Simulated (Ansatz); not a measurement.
# CH6BClSi: the cost of one run

Computed with Ansatz 0.2.0, Gaussian basis. Level: the settings change from run to run.

### 1 The molecule

An earlier PBE0-D4 in a triple-zeta def2 set relaxation fixed the geometry.

SMILES `BC[SiH2]Cl`, 10 atoms, charge 0, spin multiplicity 1.

Atoms are counted from 1 here; the program's logs count them from 0.

Bond lengths: B1–C2 1.538 Å, B1–H5 1.197 Å, B1–H6 1.197 Å, C2–Si3 1.876 Å, C2–H7 1.095 Å, C2–H8 1.095 Å, Si3–Cl4 2.058 Å, Si3–H9 1.481 Å, Si3–H10 1.481 Å. Angles: C2–B1–H5 120.6°, C2–B1–H6 120.7°, H5–B1–H6 118.6°, B1–C2–Si3 109.7°, B1–C2–H7 114.0°, B1–C2–H8 114.0°, Si3–C2–H7 103.9°, Si3–C2–H8 103.9°, H7–C2–H8 110.3°, C2–Si3–Cl4 108.7°, C2–Si3–H9 111.6°, C2–Si3–H10 111.5°, Cl4–Si3–H9 107.3°, Cl4–Si3–H10 107.3°, H9–Si3–H10 110.2°.

Coordinates:

```mol
CH6BClSi
  3D, bonds by distance, orders not assigned

 10  9  0  0  0  0  0  0  0  0999 V2000
   -1.2848    0.9505    0.1109 B   0  0
   -0.5991   -0.3514   -0.3375 C   0  0
    1.2057   -0.3259    0.1748 Si  0  0
    2.0913   -2.0785   -0.4424 Cl  0  0
   -1.2825    1.9162   -0.5966 H   0  0
   -1.7807    1.0365    1.1971 H   0  0
   -0.5622   -0.4841   -1.4237 H   0  0
   -0.9955   -1.2520    0.1425 H   0  0
    1.3531   -0.2514    1.6465 H   0  0
    1.9378    0.7889   -0.4688 H   0  0
  1  2  8  0
  2  3  8  0
  3  4  8  0
  1  5  8  0
  1  6  8  0
  2  7  8  0
  2  8  8  0
  3  9  8  0
  3 10  8  0
M  END
```

### 2 RPBE/cc-pVTZ

Options: high accuracy, the search for lower states set to off.

in.yaml reads:

```yaml
crystal:
  periodic: [false, false, false]
  atoms:
    - {symbol: B, position_ang: [-1.284820, 0.950477, 0.110894]}
    - {symbol: C, position_ang: [-0.599051, -0.351399, -0.337513]}
    - {symbol: Si, position_ang: [1.205650, -0.325866, 0.174832]}
    - {symbol: Cl, position_ang: [2.091277, -2.078547, -0.442384]}
    - {symbol: H, position_ang: [-1.282489, 1.916230, -0.596570]}
    - {symbol: H, position_ang: [-1.780712, 1.036514, 1.197098]}
    - {symbol: H, position_ang: [-0.562170, -0.484119, -1.423748]}
    - {symbol: H, position_ang: [-0.995478, -1.252032, 0.142519]}
    - {symbol: H, position_ang: [1.353082, -0.251379, 1.646545]}
    - {symbol: H, position_ang: [1.937811, 0.788921, -0.468771]}
basis:
  gaussian: {orbitals: cc-pVTZ}
hamiltonian: {xc: {name: RPBE}}
accuracy: high
scf: {lower_state_search: off}
output: {forces: true}
```

Started as:

```console
$ ansatz run in.yaml --threads 2 --pin off --events-out ev --progress --plain --max-ram 4352MiB
```

**Question.** How long does this run take on 2 threads of Arm Neoverse V1, shared host, and how much memory does it need?

About 19 s, with a peak of 0.85 GiB.
